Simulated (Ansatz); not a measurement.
# C₂H₇NSi: one species, many methods

An exercise on one series of results from a longer session: the logs are not shown, and one member is left open.

Computed with Ansatz 0.2.0, Gaussian basis. Level: functionals in def2-TZVPP, the program's frozen cores in correlated methods.

Plan: LDA (SPW92), PBE-D4, revPBE-D4, BLYP-D4, r2SCAN-D4, B97M-V, PBE0-D4, B3LYP-D4, r2SCANh-D4, r2SCAN0-D4, HSE06-D4, BHLYP-D4, CAM-B3LYP-D4, LC-ωPBE, ωB97X-V, ωB97M-V, B2PLYP, PBE-QIDH; CCSD(T)/def2-SVP; CCSD(T)/def2-TZVPP; MP2/def2-QZVPP; extrapolation to the limit; RPA on PBE.

**Structure used throughout**

An earlier PBE0-D4 in a triple-zeta def2 set relaxation fixed the geometry.

SMILES `C=NC[SiH3]`, 11 atoms, charge 0, spin multiplicity 1.

Atoms are counted from 1 here; the program's logs count them from 0.

Bond lengths: C1–N2 1.259 Å, C1–H5 1.089 Å, C1–H6 1.099 Å, N2–C3 1.436 Å, C3–Si4 1.892 Å, C3–H7 1.095 Å, C3–H8 1.102 Å, Si4–H9 1.487 Å, Si4–H10 1.484 Å, Si4–H11 1.488 Å. Angles: N2–C1–H5 119.2°, N2–C1–H6 123.2°, H5–C1–H6 117.5°, C1–N2–C3 118.6°, N2–C3–Si4 109.6°, N2–C3–H7 109.0°, N2–C3–H8 113.6°, Si4–C3–H7 106.9°, Si4–C3–H8 109.5°, H7–C3–H8 108.0°, C3–Si4–H9 109.5°, C3–Si4–H10 110.5°, C3–Si4–H11 108.9°, H9–Si4–H10 109.4°, H9–Si4–H11 109.1°, H10–Si4–H11 109.4°.

Set-up of the first run:

Input file in.yaml:

```yaml
crystal:
  periodic: [false, false, false]
  atoms:
    - {symbol: C, position_ang: [-0.639351, 1.869334, 0.363863]}
    - {symbol: N, position_ang: [-0.998594, 0.713074, 0.017997]}
    - {symbol: C, position_ang: [-0.299048, -0.417007, 0.562558]}
    - {symbol: Si, position_ang: [0.706291, -1.257428, -0.802717]}
    - {symbol: H, position_ang: [-1.145865, 2.733452, -0.063221]}
    - {symbol: H, position_ang: [0.166886, 2.058964, 1.086583]}
    - {symbol: H, position_ang: [-1.029882, -1.151367, 0.917890]}
    - {symbol: H, position_ang: [0.365225, -0.161731, 1.404491]}
    - {symbol: H, position_ang: [1.729596, -0.311269, -1.319907]}
    - {symbol: H, position_ang: [-0.179773, -1.683047, -1.914536]}
    - {symbol: H, position_ang: [1.389914, -2.450075, -0.232401]}
basis:
  gaussian: {orbitals: def2-TZVPP}
hamiltonian: {xc: lda}
output: {orbitals: {seedname: orbitals}}
```

Among the steps run: LDA; PBE-D4 (GGA); revPBE-D4 (GGA); BLYP-D4 (GGA); r2SCAN-D4 (meta-GGA); B97M-V (meta-GGA); PBE0-D4 (hybrid); B3LYP-D4 (hybrid); r2SCANh-D4 (hybrid); r2SCAN0-D4 (hybrid); HSE06-D4 (hybrid); BHLYP-D4 (hybrid); CAM-B3LYP-D4 (range-separated); LC-ωPBE (range-separated); ωB97X-V (range-separated); ωB97M-V (range-separated); B2PLYP (double hybrid); PBE-QIDH (double hybrid).

One table of the session follows, with a row left open; its other results are not shown here.

It belongs to the step «Orbital energies across the functionals». 

```
  functional  HOMO (eV)  gap (eV)
 LDA (SPW92)      -6.08      4.25
      PBE-D4      -6.01      4.41
   revPBE-D4      -5.96      4.46
     BLYP-D4      -5.92      4.45
   r2SCAN-D4      -6.31      4.95
      B97M-V      -6.57      5.22
     PBE0-D4      -7.49      6.99
    B3LYP-D4      -7.27      6.51
  r2SCANh-D4          ?         ?
  r2SCAN0-D4      -7.70      7.34
    HSE06-D4      -7.08      6.20
    BHLYP-D4      -8.93      9.59
CAM-B3LYP-D4      -8.92      9.60
     LC-ωPBE     -10.25     12.14
     ωB97X-V      -9.95     11.75
     ωB97M-V      -9.88     11.54
```

Q: Estimate the row for r2SCANh-D4 from the others.

Worked estimate for «HOMO (eV)». Against the share of exact exchange, r2SCAN-D4 (0, -6.31), r2SCAN0-D4 (0.25, -7.70) give a slope of -5.56 per unit share; at 0.1 the line stands at -6.87.

As computed: HOMO (eV): -6.87; gap (eV): 5.91. In «HOMO (eV)» the line misses by 0.00.
